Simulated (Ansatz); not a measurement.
# C2H5AlO2: the cost of one run

Computed with Ansatz 0.2.0 through its Python package. Level of theory: B3LYP/def2-TZVP.

## 1. The system

Bond lengths: C1–O2 1.424 Å, O2–Al3 1.866 Å, Al3–C4 1.915 Å, Al3–O5 1.843 Å, C4–O5 1.452 Å, C1–H6 1.083 Å, C1–H7 1.073 Å, C1–H8 1.163 Å, C4–H9 1.188 Å, C4–H10 1.042 Å. Angles (14 of 17 angles, heavy atoms first): C1–O2–Al3 111.4°, O2–Al3–C4 139.9°, O2–Al3–O5 151.1°, C4–Al3–O5 45.4°, Al3–C4–O5 64.7°, Al3–O5–C4 69.9°, O2–C1–H6 112.6°, O2–C1–H7 110.4°, O2–C1–H8 107.9°, Al3–C4–H9 114.7°, Al3–C4–H10 123.1°, O5–C4–H9 108.1°, O5–C4–H10 113.9°, H6–C1–H7 111.8°.

No structure file is read: the coordinates are typed or built in the script.

## 2. The script

bde_c2h5alo2.py

```python
"""X-H bond energies of C2H5AlO2 without relaxation."""

import ansatz as az
from ase import Atoms

params = {
    "basis": "def2-TZVP",
    "functional": "B3LYP",
}


def energy_of(molecule, charge=0, unpaired=0):
    calc = (
        molecule.calculation()
        .basis(gaussian=params["basis"])
        .functional(params["functional"])
    )
    if charge:
        calc = calc.charge(charge)
    if unpaired:
        calc = calc.spin("collinear", total=unpaired)
    return calc.run(threads=1).report["free_energy_ev"]

def without(molecule, index):
    rest = az.Crystal.molecule()
    for i, site in enumerate(molecule.cartesian_sites):
        if i != index:
            rest = rest.atom(site.symbol, site.position_ang)
    return rest


def main() -> None:
    atoms = Atoms(["C", "O", "Al", "C", "O", "H", "H", "H", "H", "H"], positions=[
        (0.5497, -1.1689, 1.4752),
        (-0.1401, -1.6505, 0.3267),
        (-0.1173, -0.3986, -1.0575),
        (-0.3893, 1.475, -1.343),
        (-0.9818, 0.6031, -2.3409),
        (1.5748, -0.8952, 1.2602),
        (0.4862, -1.8803, 2.2757),
        (0.0194, -0.1955, 1.8277),
        (-1.2675, 1.953, -0.7013),
        (0.349, 2.1068, -1.7199),
    ])
    molecule = az.Crystal.molecule_from_ase(atoms)

    whole = energy_of(molecule, 0)
    hydrogen = energy_of(az.Crystal.molecule().atom("H", (0, 0, 0)), 0, 1)
    print(f"E(molecule) = {whole:.5f} eV, E(H) = {hydrogen:.5f} eV")
    for index in [7, 9]:
        radical = energy_of(without(molecule, index), 0, 1)
        print(f"H{index}: homolysis {96.485332 * (radical + hydrogen - whole):.1f} kJ/mol")


if __name__ == "__main__":
    main()
```

## 3. The calls as engine input

The package turns the script's settings into the engine's input (first run):

```yaml
crystal:
  periodic: [false, false, false]
  atoms:
    - { symbol: C, position_ang: [0.5497, -1.1689, 1.4752] }
    - { symbol: O, position_ang: [-0.1401, -1.6505, 0.3267] }
    - { symbol: Al, position_ang: [-0.1173, -0.3986, -1.0575] }
    - { symbol: C, position_ang: [-0.3893, 1.475, -1.343] }
    - { symbol: O, position_ang: [-0.9818, 0.6031, -2.3409] }
    - { symbol: H, position_ang: [1.5748, -0.8952, 1.2602] }
    - { symbol: H, position_ang: [0.4862, -1.8803, 2.2757] }
    - { symbol: H, position_ang: [0.0194, -0.1955, 1.8277] }
    - { symbol: H, position_ang: [-1.2675, 1.953, -0.7013] }
    - { symbol: H, position_ang: [0.349, 2.1068, -1.7199] }
basis:
  gaussian:
    orbitals: def2-TZVP
hamiltonian:
  xc: b3lyp
```

## 4. Running it

Run with:

```bash
$ python bde_c2h5alo2.py
```

**Question.** How long does this script take on 1 thread of Arm Neoverse V2, shared host, and how much memory does it need?

About 35 s, with a peak of 0.53 GiB.
